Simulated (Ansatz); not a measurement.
# Si16O: the cost of one run

Program: Ansatz 0.2.0. Level of theory: DFT PBE, plane waves, PAW, scalar-relativistic, collinear spin. These are calculated values, not measurements.

### 1 The structure to begin with

The cell holds 17 atoms (OSi16): a = 7.679 Å, b = 7.679 Å, c = 7.679 Å, α = 60.00°, β = 60.00°, γ = 60.00°.

Its coordinates follow in the input file.

### 2 Relaxing the start

File input.yaml:

```yaml
crystal:
  lattice:
    - [0.0, 5.43, 5.43]
    - [5.43, 0.0, 5.43]
    - [5.43, 5.43, 0.0]
  atoms:
    - { symbol: Si, position: [0.0, 0.0, 0.0] }
    - { symbol: Si, position: [0.125, 0.125, 0.125] }
    - { symbol: Si, position: [0.0, 0.0, 0.5] }
    - { symbol: Si, position: [0.125, 0.125, 0.625] }
    - { symbol: Si, position: [0.0, 0.5, 0.0] }
    - { symbol: Si, position: [0.125, 0.625, 0.125] }
    - { symbol: Si, position: [0.0, 0.5, 0.5] }
    - { symbol: Si, position: [0.125, 0.625, 0.625] }
    - { symbol: Si, position: [0.5, 0.0, 0.0] }
    - { symbol: Si, position: [0.625, 0.125, 0.125] }
    - { symbol: Si, position: [0.5, 0.0, 0.5] }
    - { symbol: Si, position: [0.625, 0.125, 0.625] }
    - { symbol: Si, position: [0.5, 0.5, 0.0] }
    - { symbol: Si, position: [0.625, 0.625, 0.125] }
    - { symbol: Si, position: [0.5, 0.5, 0.5] }
    - { symbol: Si, position: [0.625, 0.625, 0.625] }
    - { symbol: O, position: [0.8673379, 0.8712515, 0.3809566], spin: 1.0 }
magnetization:
  spin_polarized: true
basis:
  ecutwfc: 420.0
kpoints:
  mp_grid: { grid: [2, 2, 2] }
hamiltonian:
  xc: pbe
  pseudopotentials: { kind: paw, azcp: { folder: soft_1 } }
scf:
  occupations: { method: fermi_dirac, width: 0.02 }
  lower_state_search: "off"
relax:
  f_tol: 0.08
  max_steps: 25
  adjacent_minimum: "off"
```

Command:

```bash
$ ansatz run input.yaml --threads 1 --pin off --max-ram 3072MiB --backend cpu --events-out ev --progress --plain --runs-dir out
```

What time and memory should one allow on 1 thread of Intel Xeon 6975P-C (Granite Rapids), shared host?

About 1.8 min, with a peak of 0.73 GiB.
